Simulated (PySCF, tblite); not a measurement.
# C2H6B4O3: geometry, infrared bands and NMR shifts

What infrared bands and NMR shifts should C2H6B4O3 (`C=CB1BOBOBO1`) show?

Programs: tblite 0.8.0 and PySCF 2.14.0, with density-fitted response routines of our own. Each step states its level of theory. These are calculated values for one molecule in the gas phase, unless marked as measured. Atoms count from 0, in the outputs and in this text.

## Step 1: The molecule as given

15 atoms, charge 0, multiplicity 1; geometry from: force field or distance geometry start.

Bonds of the start (Å): C0–C1 1.34, C1–B2 1.54, B2–B3 1.66, B3–O4 1.47, O4–B5 1.47, B5–O6 1.46, O6–B7 1.47, B7–O8 1.46, O8–B2 1.48, C0–H9 1.09, C0–H10 1.09, C1–H11 1.11, B3–H12 1.18, B5–H13 1.18, B7–H14 1.19.

## Step 2: Geometry optimisation with GFN2-xTB

The job: settings as JSON, then the geometry in Å.

```
{"job": {"kind": "relax", "xc": "GFN2-xTB", "basis": "xTB"}, "charge": 0, "multiplicity": 1}
C      2.854600    -0.129800    -0.141200
C      1.811400     0.050600     0.678400
B      0.419900     0.412300     0.119900
B     -0.340000    -0.869700    -0.604000
O     -1.619900    -0.818900    -1.325300
B     -2.624300    -0.488100    -0.302400
O     -2.590400     0.575800     0.694600
B     -1.593200     1.611700     0.386700
O     -0.202600     1.541400     0.840100
H      3.835600    -0.388200     0.250900
H      2.757900    -0.024500    -1.218600
H      1.919800    -0.067600     1.781200
H      0.159300    -1.933000    -0.556100
H     -3.122100    -1.472700     0.104700
H     -1.670400     2.008800    -0.730800
```

Run with:

```
$ OMP_NUM_THREADS=1 python probes_run.py task.json out
```

One launch serves the whole session: the jobs run in the order shown.

**Question.** This job is followed by: GFN2-xTB harmonic vibrations, gas phase; GIAO PBE0/pcSseg-1 NMR shielding, non-relativistic, gas phase. What will the session give for the following? strongest single infrared mode (GFN2-xTB); zero-point energy (GFN2-xTB); 13C shifts against TMS (PBE0/pcSseg-1); 1H shifts against TMS (PBE0/pcSseg-1); 11B shifts against BF3·OEt2 (PBE0/pcSseg-1); 17O shifts against H2O (PBE0/pcSseg-1).

As calculated:

```
                                   quantity                                   value
  strongest single infrared mode (GFN2-xTB)                   1377 cm⁻¹, 712 km/mol
               zero-point energy (GFN2-xTB)                           60.6 kcal/mol
     13C shifts against TMS (PBE0/pcSseg-1)                        156.0, 149.7 ppm
      1H shifts against TMS (PBE0/pcSseg-1)  6.98, 6.66, 6.62, 6.11, 4.59, 4.52 ppm
11B shifts against BF3·OEt2 (PBE0/pcSseg-1)              57.2, 47.0, 22.7, 22.4 ppm
     17O shifts against H2O (PBE0/pcSseg-1)                 298.6, 270.9, 223.3 ppm
```

Relaxing lowered the energy by 3.580 eV in 149 steps; the close pair that moved most is O4–B5, from 1.471 to 1.337 Å. All 39 modes are real, so the xTB geometry is a minimum. The strongest single mode, at 1377 cm⁻¹, is spread over several atoms, O4, B5, O8, B7 among them. Unscaled tight-binding wavenumbers are off by several per cent, some by more. Its intensities can rank the bands wrongly. C0 (terminal =CH2 carbon) lies farthest downfield among carbon, at 156.0 ppm; as expected for a trigonal carbon in a double bond. At PBE0/pcSseg-1: Shielding is most anisotropic at O4 (span 349 ppm, paramagnetic term -360 ppm).
